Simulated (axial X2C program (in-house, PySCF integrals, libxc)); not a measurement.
# HfO⁻: properties at the nuclei

Aim: properties at the nuclei of HfO⁻, with spin–orbit coupling in the Hamiltonian from the start.

Program: an in-house X2C program for linear molecules on PySCF integrals. Level of theory: two-component X2C with atomic mean-field terms, Hf dyall-acv3z, O dyall-av3z. These are calculated values, not measurements.

### 1 The job

The input, task.json:

```json
{
 "zs": [
  72,
  8
 ],
 "q": -1,
 "bas": [
  "dyall-acv3z",
  "dyall-av3z"
 ],
 "r0": 1.85,
 "levels": [
  "PBE0",
  "HF",
  "PBE50",
  "LDA",
  "PBE"
 ],
 "nst": 3
}
```

Keys: zs atomic numbers; q charge; bas basis sets; r0 starting distance in Å; levels methods (HF also brings MP2); nst determinants followed.

The run is started by

```console
python soeom.py task.json out
```

Nuclei are Gaussian, cores are contracted, and the Gaunt term is on.

### 2 Expectation values, lowest determinant

R = 1.762 Å. State: Ω = 3/2 (excess of +ω over −ω: ω = 3/2).

Output of the PBE0 run:

```text
two-component X2C + atomic mean field  PBE0
basis functions 248  fitting functions 1249  grid points 5077
iter        total energy     max residual
   1     -15151.762243571     8.96e-05
   2     -15151.762243581     2.09e-05
   3     -15151.762243591     7.79e-05
   4     -15151.762243597     4.27e-05
   5     -15151.762243600     7.31e-06
converged
one-electron -21147.30639116  Coulomb 6156.64208048  exact exchange -78.99863373  xc functional -242.37284485  nuclear repulsion 172.98869097  atomic mean-field constant -12.71514531
```

The highest occupied spinor is 95% Hf d, 2% Hf p.

| level | Eeff magnitude (GV/cm) | Ws magnitude Hf (kHz) | A∥/gI Hf (MHz) | qzz Hf (a.u.) | A∥/gI O (MHz) | qzz O (a.u.) |
| --- | --- | --- | --- | --- | --- | --- |
| PBE0 | 5.96 | 4.41 | 63 | -5.29 | 0.763 | -0.48 |
| HF | 47.3 | 32.3 | -247 | -4.36 | 2.56 | -0.65 |
| PBE50 | 15.9 | 11.1 | -64.3 | -5.32 | -0.12 | -0.53 |
| LDA | 0.63 | 0.985 | 271 | -5.61 | 1.97 | -0.46 |
| PBE | 2.56 | 2.1 | 202 | -5.92 | 1.7 | -0.43 |

Eeff is the effective electric field on the electron dipole moment in this Ω state and Ws the scalar–pseudoscalar constant (defined with the proton number Z and per Ω); A∥ is the parallel hyperfine constant, which follows by multiplying with the nuclear g factor gI = μI/(I μN); qzz is the electric field gradient, eQq0 = 234.96 MHz × Q/barn × qzz. The operators were transformed with the bare-nucleus X2C matrices.

### 3 Expectation values, a higher determinant

R = 1.762 Å. State: Ω = 1/2 (excess of +ω over −ω: ω = 1/2), 0.15 eV above the lowest in the PBE0 search for states (made at or near this distance, with looser thresholds).

Output of the PBE0 run:

```text
two-component X2C + atomic mean field  PBE0
basis functions 248  fitting functions 1249  grid points 5077
iter        total energy     max residual
   1     -15151.756876175     2.66e-05
   2     -15151.756876181     6.93e-06
converged
one-electron -21141.07283296  Coulomb 6150.31604744  exact exchange -78.97523926  xc functional -242.29839705  nuclear repulsion 172.98869097  atomic mean-field constant -12.71514531
```

The highest occupied spinor is 68% Hf p, 25% Hf d, 7% O p.

```
level  Eeff magnitude (GV/cm)  Ws magnitude Hf (kHz)  A∥/gI Hf (MHz)  qzz Hf (a.u.)  A∥/gI O (MHz)  qzz O (a.u.)
 PBE0                    5.59                   12.4            2100          -6.68           10.8         -0.51
   HF                      15                   29.5            3150          -6.99           5.59         -0.66
PBE50                    7.97                   16.9            2410          -6.61           7.19         -0.56
  LDA                    3.85                   8.92            1460          -6.94           15.7         -0.49
  PBE                    3.95                   9.11            1720          -6.91           15.7         -0.47
```

### 4 Expectation values, a higher determinant

R = 1.762 Å. State: Ω = 5/2 (excess of +ω over −ω: ω = 5/2), 0.28 eV above the lowest in the PBE0 search for states (made at or near this distance, with looser thresholds).

Output of the PBE0 run:

```text
two-component X2C + atomic mean field  PBE0
basis functions 248  fitting functions 1249  grid points 5077
iter        total energy     max residual
   1     -15151.752006640     9.47e-05
   2     -15151.752006650     1.31e-05
   3     -15151.752006656     6.79e-05
   4     -15151.752006658     6.21e-05
   5     -15151.752006658     2.71e-06
converged
one-electron -21146.80329875  Coulomb 6156.13964603  exact exchange -78.99645438  xc functional -242.36544523  nuclear repulsion 172.98869097  atomic mean-field constant -12.71514531
```

The highest occupied spinor is 97% Hf d.

| level | Eeff magnitude (GV/cm) | Ws magnitude Hf (kHz) | A∥/gI Hf (MHz) | qzz Hf (a.u.) | A∥/gI O (MHz) | qzz O (a.u.) |
| --- | --- | --- | --- | --- | --- | --- |
| PBE0 | 4.67 | 1.83 | 448 | -5.61 | 0.457 | -0.48 |
| HF | 27.8 | 10.8 | 805 | -5.33 | -8.3 | -0.66 |
| PBE50 | 6.13 | 2.42 | 531 | -5.62 | -1.07 | -0.53 |
| LDA | 1.59 | 0.638 | 316 | -5.51 | 1.3 | -0.45 |
| PBE | 3.94 | 1.51 | 351 | -5.71 | 1.4 | -0.43 |

### 5 What came out

| quantity | value |
| --- | --- |
| lowest determinant | Ω = 3/2 (excess of +ω over −ω: ω = 3/2) |
| Eeff magnitude (GV/cm), PBE0 | 5.96 |
| Ws magnitude Hf (kHz), PBE0 | 4.41 |
| A∥/gI Hf (MHz), PBE0 | 63 |
| qzz Hf (a.u.), PBE0 | -5.29 |
| higher determinant | Ω = 1/2 (excess of +ω over −ω: ω = 1/2) |
| Eeff magnitude (GV/cm), PBE0, higher determinant | 5.59 |
| Ws magnitude Hf (kHz), PBE0, higher determinant | 12.4 |
| A∥/gI Hf (MHz), PBE0, higher determinant | 2100 |
| qzz Hf (a.u.), PBE0, higher determinant | -6.68 |
| higher determinant | Ω = 5/2 (excess of +ω over −ω: ω = 5/2) |
| Eeff magnitude (GV/cm), PBE0, higher determinant | 4.67 |
| Ws magnitude Hf (kHz), PBE0, higher determinant | 1.83 |
| A∥/gI Hf (MHz), PBE0, higher determinant | 448 |
| qzz Hf (a.u.), PBE0, higher determinant | -5.61 |

**Reading.** In the first state, the effective field runs from 0.63 to 47.3 GV/cm over the mean-field levels, so the levels don't agree on it. The expectation values come from single determinants, which for open shells can mix terms of unlike spin or miss the lowest Ω, so a determinant need not be a state. Eeff is the effective electric field on the electron dipole moment in this Ω state and Ws the scalar–pseudoscalar constant (defined with the proton number Z and per Ω); A∥ is the parallel hyperfine constant, which follows by multiplying with the nuclear g factor gI = μI/(I μN); qzz is the electric field gradient, eQq0 = 234.96 MHz × Q/barn × qzz. The operators were transformed with the bare-nucleus X2C matrices.
